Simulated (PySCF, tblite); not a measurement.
**CH10GeOSi2: geometry, infrared bands and NMR shifts**

Wanted: the infrared bands and NMR shifts of CH10GeOSi2 (`C[Si@@H]([GeH3])O[SiH3]`), by calculation.

Computed with tblite 0.8.0 and PySCF 2.14.0, with density-fitted response routines of our own, on a single molecule in the gas phase. Atoms count from 0, in the outputs and in this text.

## Step 1: Starting geometry

15 atoms, charge 0, multiplicity 1; geometry from: force field or distance geometry start.

Bonds of the start (Å): C0–Si1 1.87, Si1–Ge2 2.32, Si1–O3 1.70, O3–Si4 1.69, C0–H5 1.11, C0–H6 1.11, C0–H7 1.11, Si1–H8 1.46, Ge2–H9 1.56, Ge2–H10 1.53, Ge2–H11 1.55, Si4–H12 1.47, Si4–H13 1.48, Si4–H14 1.47.

## Step 2: Relaxing the molecule with GFN2-xTB

What the job is given:

```
{"job": {"kind": "relax", "xc": "GFN2-xTB", "basis": "xTB"}, "charge": 0, "multiplicity": 1}
C     -2.060100    -0.952500     0.009400
Si    -0.371200    -0.240200    -0.375200
Ge    -0.459400     2.061900    -0.127000
O      0.668400    -0.922600     0.785900
Si     2.308400    -0.942300     0.368800
H     -2.656100    -0.195400     0.565400
H     -1.936800    -1.864700     0.632600
H     -2.581100    -1.270100    -0.914800
H      0.033600    -0.521900    -1.748000
H     -1.561700     2.415000     0.913600
H      0.892000     2.559400     0.403500
H     -0.782100     2.767700    -1.473400
H      2.631100    -1.950100    -0.647300
H      2.815400     0.396100     0.007600
H      3.055100    -1.332600     1.577000
```

Started as:

```
$ OMP_NUM_THREADS=1 python probes_run.py task.json out
```

One launch serves the whole session: the jobs run in the order shown.

**Question.** This job is followed by: GFN2-xTB harmonic vibrations, gas phase; GIAO PBE0/pcSseg-1 NMR shielding, non-relativistic, gas phase. What will the session give for the following? strongest single infrared mode (GFN2-xTB); zero-point energy (GFN2-xTB); 13C shifts against TMS (PBE0/pcSseg-1); 1H shifts against TMS (PBE0/pcSseg-1, means over atoms taken as alike); 29Si shifts against TMS (PBE0/pcSseg-1); 73Ge shifts against GeMe4 (PBE0/pcSseg-1); 17O shifts against H2O (PBE0/pcSseg-1).

**Answer**, as computed:

```
                                                              quantity                       value
                             strongest single infrared mode (GFN2-xTB)        788 cm⁻¹, 817 km/mol
                                          zero-point energy (GFN2-xTB)               59.6 kcal/mol
                                13C shifts against TMS (PBE0/pcSseg-1)                     4.8 ppm
1H shifts against TMS (PBE0/pcSseg-1, means over atoms taken as alike)  5.70, 5.10, 3.04, 0.52 ppm
                               29Si shifts against TMS (PBE0/pcSseg-1)             -5.8, -43.1 ppm
                             73Ge shifts against GeMe4 (PBE0/pcSseg-1)                    -407 ppm
                                17O shifts against H2O (PBE0/pcSseg-1)                    16.2 ppm
```

**Reading.** Relaxing lowered the energy by 0.650 eV in 139 steps; the close pair that moved most is Si1–O3, from 1.701 to 1.623 Å. The lowest mode is slightly imaginary (18i cm⁻¹), a soft motion within the noise of the Hessian, so the minimum is not strictly shown. The strongest single mode, at 788 cm⁻¹, is spread over several atoms, H14, H6, H12, H13 among them. GFN2-xTB is a fitted tight-binding method: band positions and strengths are rough. Its intensities can rank the bands wrongly. At PBE0/pcSseg-1: The largest span, 145 ppm, is at O3, where the paramagnetic term is -80 ppm. Spin-orbit coupling is left out, which matters for shieldings and couplings at and beside the heavy atoms.
